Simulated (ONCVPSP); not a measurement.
# An ONCV potential for Fe, from input to tests

Do these settings give a usable potential? It is generated, then checked for transferability, scattering, ghosts and hardness.

The numbers are computed with ONCVPSP 4.0.1 (PBEsol, scalar-relativistic, spin-unpolarised reference atom).

### 1 Starting point

Typed settings, in words:

* element: iron (Fe, Z = 26)
* type: optimised norm-conserving Vanderbilt (ONCV)
* frozen core: [Ne]
* valence charge: 16
* reference configuration: 3s2 3p6 3d6 4s2
* partial waves: 3s+4s: rc 1.15 bohr, ncon 3, nbas 8, qcut 10.7 1/bohr, 2 projectors; 3p: rc 1.20 bohr, ncon 5, nbas 8, qcut 12 1/bohr, 2 projectors, debl 2.7 Ha; 3d: rc 1.15 bohr, ncon 4, nbas 9, qcut 16.5 1/bohr, 2 projectors, debl 0.4 Ha; f scattering state at 0.35 Ha: rc 1.05 bohr, ncon 3, nbas 6, qcut 10.5 1/bohr, 2 projectors, debl 2.3 Ha
* local potential: polynomial inside 0.75 bohr (lpopt 5, dvloc0 -1 Ha)
* core correction: not asked for

The outer shells as boxes (Hund's rule for the drawing; the calculation is spin-unpolarised):

```
[Ne] core
3s [↑↓]
3p [↑↓][↑↓][↑↓]
3d [↑↓][↑ ][↑ ][↑ ][↑ ]
4s [↑↓]
```

The nodes and maxima of the atom's own shells, from an earlier all-electron run, set the scale for the radii.

All-electron outer shells of the reference configuration (PBEsol, scalar-relativistic, ld1.x):

```tsv
shell	level (eV)	outermost node (bohr)	outermost maximum (bohr)
2p	-697.99	–	0.18
3s	-93.77	0.33	0.70
3p	-59.92	0.30	0.72
3d	-7.53	–	0.71
4s	-5.31	1.00	2.41
4p	-1.30	1.10	3.29
```

### 2 Generating the potential

Input file Fe.dat:

```
# ATOM AND REFERENCE CONFIGURATION
# atsym  z   nc   nv     iexc    psfile
  Fe 26.00    3    4  -116133      upf
#
#   n    l    f
    1    0    2.00
    2    0    2.00
    2    1    6.00
    3    0    2.00
    3    1    6.00
    3    2    6.00
    4    0    2.00
#
# PSEUDOPOTENTIAL AND OPTIMIZATION
# lmax
    3
#
#   l,   rc,      ep,       ncon, nbas, qcut
    0    1.15    0.00    3    8   10.70
    1    1.20    0.00    5    8   12.00
    2    1.15    0.00    4    9   16.50
    3    1.05    0.35    3    6   10.50
#
# LOCAL POTENTIAL
# lloc, lpopt,  rc(5),   dvloc0
    4    5    0.75   -1.00
#
# VANDERBILT-KLEINMAN-BYLANDER PROJECTORs
# l, nproj, debl
    0    2    3.60
    1    2    2.70
    2    2    0.40
    3    2    2.30
#
# MODEL CORE CHARGE
# icmod, fcfact, rcfact
    0    0.00    0.00
#
# LOG DERIVATIVE ANALYSIS
# epsh1, epsh2, depsh
   -5.00    5.00    0.04
#
# OUTPUT GRID
# rlmax, drl
    6.00    0.01
#
# TEST CONFIGURATIONS
# ncnf
    4
# nvcnf
#   n    l    f
    4
    3    0    2.00
    3    1    6.00
    3    2    6.00
    4    0    1.00
#
    4
    3    0    2.00
    3    1    6.00
    3    2    6.00
    4    0    0.00
#
    4
    3    0    2.00
    3    1    6.00
    3    2    5.00
    4    0    0.00
#
    4
    3    0    2.00
    3    1    6.00
    3    2    6.50
    4    0    1.50
#
```

Command:

```sh
$ oncvpsp.x < Fe.dat > Fe.out
```

Q: Predict the outcome of this session. Wanted: cutoffs for 1 and 0.1 mHa per electron, occupied waves; bound ghosts; GHOST(+) flags; largest test error; largest phase difference near zero energy, channels read.

As calculated:

| quantity | value |
| --- | --- |
| cutoffs for 1 and 0.1 mHa per electron, occupied waves | 86 Ha and 100 Ha |
| bound ghosts | none found |
| GHOST(+) flags | none at low energy |
| largest test error (AE − PS) | -2.6 meV, for 3s2 3p6 3d5 4s0 |
| largest phase difference near zero energy, channels read | 0.000 rad |

**Reading.** By total energies transferability is very good: the largest error is 2.6 meV on 59.0 eV, for 3s2 3p6 3d5 4s0. By its cutoff, 86 Ha for the looser tolerance, it is very hard. At the looser tolerance the 3d wave is the slowest; 3s needs 40 Ha. It is free of bound ghosts as far as tested. Near zero energy the phases of the channels with partial waves agree within 0.001 rad. All of this concerns the isolated atom, not yet a solid.
